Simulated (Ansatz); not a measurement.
What does this script print? It uses Ansatz 0.2.0, Python API.

Script `torsion.py`:
```python
# -*- coding: utf-8 -*-
"""Rigid torsion scan of CH5AlOSi."""

import warnings

import ansatz as az
from ase import Atoms

warnings.simplefilter("ignore", az.DeckWarning)

atoms = Atoms(["O", "Si", "C", "Al", "H", "H", "H", "H", "H"], positions=[
    (-0.6006, 0.5446, -1.8614),
    (0.1853, 0.7852, -0.3902),
    (0.6526, -0.8742, 0.2831),
    (-0.7565, -0.3646, 1.4341),
    (-1.1047, 1.4486, -2.0341),
    (1.4024, 1.6311, -0.4625),
    (1.6953, -0.8728, 0.8148),
    (0.5369, -1.701, -0.407),
    (-1.9222, -0.6433, 2.6062),
])

# relax first, so that the scan starts from a minimum
first = (
    az.Crystal.molecule_from_ase(atoms).calculation()
    .basis(gaussian="def2-SVP")
    .functional("cam_b3lyp")
    .scf(lower_state_search="standard")
    .relax(force_tolerance=0.02, max_steps=80)  # relax until the tolerances are met
)
atoms.positions = first.run(threads=1, backend="cpu").report["positions_ang"]

start = atoms.get_dihedral(2, 1, 0, 4)
energies = {}
for turn in range(0, 360, 40):
    turned = atoms.copy()
    turned.set_dihedral(2, 1, 0, 4, start + turn, indices=[0, 4])
    setup = (
        az.Crystal.molecule_from_ase(turned).calculation()
        .basis(gaussian="def2-SVP")  # atom-centred Gaussian functions
        .functional("cam_b3lyp")
        .scf(lower_state_search="standard")
    )
    energies[round((start + turn) % 360)] = setup.run(threads=1, backend="cpu").report["free_energy_ev"]
floor = min(energies.values())
print("dihedral C2-Si1-O0-H4 (deg)   E - E(min) (eV)")
for angle, e in sorted(energies.items()):
    print(f"{angle:8d} {(e - floor):14.3f}  " + "#" * int(30 * (e - floor) / max(max(energies.values()) - floor, 1e-9)))
```

```console
$ python torsion.py
dihedral C2-Si1-O0-H4 (deg)   E - E(min) (eV)
      33          0.034  ###########
      73          0.000
     113          0.027  #########
     153          0.064  #####################
     193          0.074  #########################
     233          0.061  ####################
     273          0.057  ###################
     313          0.085  ############################
     353          0.088  ##############################
```

The lowest point is at 73° and the highest at 353°, 0.088 eV (8.5 kJ/mol) above it, with the rest of the molecule held.

What to keep in mind:
- These settings explore the input space; basis and method may be short of convergence.
- The scan is rigid and the energies are electronic, in a modest basis. With rigid groups the curve can differ much from the relaxed path, the start wasn't checked as a minimum of this torsion, and equivalent turns needn't return to the same energy.
- Hardware and time: 3.1 min on 1 thread of Arm Neoverse V1, on a shared host, peak memory 0.28 GiB.

(A comment or docstring line of the script was reworded after the run, the code is as it ran; lines on the test bed's own set-up are left out of the output.)
